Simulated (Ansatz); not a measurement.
**BrI: vertical and adiabatic energies of changing the electron count in Python**

A script is to give vertical and adiabatic energies of changing the electron count; the system is BrI.

All numbers are computed with Ansatz 0.2.0 through its Python package. Level of theory: PBE/def2-SVP.

### 1 Starting point

Bond lengths: I1–Br2 2.425 Å.

No structure file is read: the coordinates are typed or built in the script.

### 2 The code

The input, bri_adiabatic.py:

```python
"""Vertical and adiabatic ionisation of BrI."""

import itertools

import ansatz as az
from ase.data import atomic_numbers, covalent_radii
import numpy as np

geometry_ang = [
    ("I", (0.0, 0.0, 0.0)),
    ("Br", (0.0, 0.0, 2.425)),
]
molecule = az.Crystal.molecule()
for symbol, xyz in geometry_ang:
    molecule = molecule.atom(symbol, xyz)

model = (
    molecule.calculation()
    .basis(gaussian="def2-SVP")
    .functional("PBE")
)
symbols = [site.symbol for site in molecule.cartesian_sites]
start = np.array([site.position_ang for site in molecule.cartesian_sites], dtype=float)
report = model.relax(force_tolerance=0.01).run(threads=1).report
end = np.array(report["positions_ang"])

minimum = az.Crystal.molecule()
for symbol, place in zip(symbols, end):
    minimum = minimum.atom(symbol, place.tolist())
ion = minimum.calculation()
ion = ion.basis(gaussian="def2-SVP").functional("PBE")
ion = ion.charge(1)
ion = ion.spin("collinear", total=1)
vertical = ion.run(threads=1).report
settled = ion.relax(force_tolerance=0.01, max_steps=80).run(threads=1).report
print(f"vertical ionisation energy   {vertical['free_energy_ev'] - report['free_energy_ev']:.3f} eV")
print(f"adiabatic, no zero point     {settled['free_energy_ev'] - report['free_energy_ev']:.3f} eV")
print(f"relaxation energy of the ion {vertical['free_energy_ev'] - settled['free_energy_ev']:.3f} eV")
ionised = np.array(settled["positions_ang"])
# pairs closer than 1.2 times the sum of covalent radii, before or after
radius = [covalent_radii[atomic_numbers[s]] for s in symbols]
span = lambda where, i, j: np.linalg.norm(where[i] - where[j])
bonded = [(i, j) for i, j in itertools.combinations(range(len(symbols)), 2) if min(span(end, i, j), span(ionised, i, j)) < 1.2 * (radius[i] + radius[j])]
print("pair        before    after (A)")
for i, j in bonded:
    print(f"{symbols[i]}{i}-{symbols[j]}{j}".ljust(10), f"{span(end, i, j):8.4f} {span(ionised, i, j):8.4f}")
```

### 3 What the engine is handed

The package turns the script's settings into the engine's input (first run):

```yaml
crystal:
  periodic: [false, false, false]
  atoms:
    - { symbol: I, position_ang: [0.0, 0.0, 0.0] }
    - { symbol: Br, position_ang: [0.0, 0.0, 2.425] }
basis:
  gaussian:
    orbitals: def2-SVP
hamiltonian:
  xc: pbe
relax:
  f_tol: 0.01
```

### 4 Running it

Run with:

```
$ python bri_adiabatic.py
```

Without the output at hand: what should come out? Wanted: vertical ionisation energy; adiabatic ionisation energy, no zero point.

The runs gave:

| quantity | value |
| --- | --- |
| vertical ionisation energy | 9.751 eV |
| adiabatic ionisation energy, no zero point | 9.709 eV |
| runs compared | 3 |

**Reading.** The ionisation energy is a difference of two total energies at the neutral geometry; letting the ion relax lowers it by 0.04 eV. Run 1: The relaxation took 3 moves; the largest shift is 0.048 Å. Run 3: The relaxation took 3 moves; the largest shift is 0.040 Å. The energies are electronic: no zero-point or thermal terms, and the basis set is short of its limit. The product may relax into another structure. The relaxation finds the nearest minimum, so the adiabatic value is an upper bound. def2 sets replace the cores of elements past krypton by effective core potentials. The spin state was assumed, and another may lie lower.
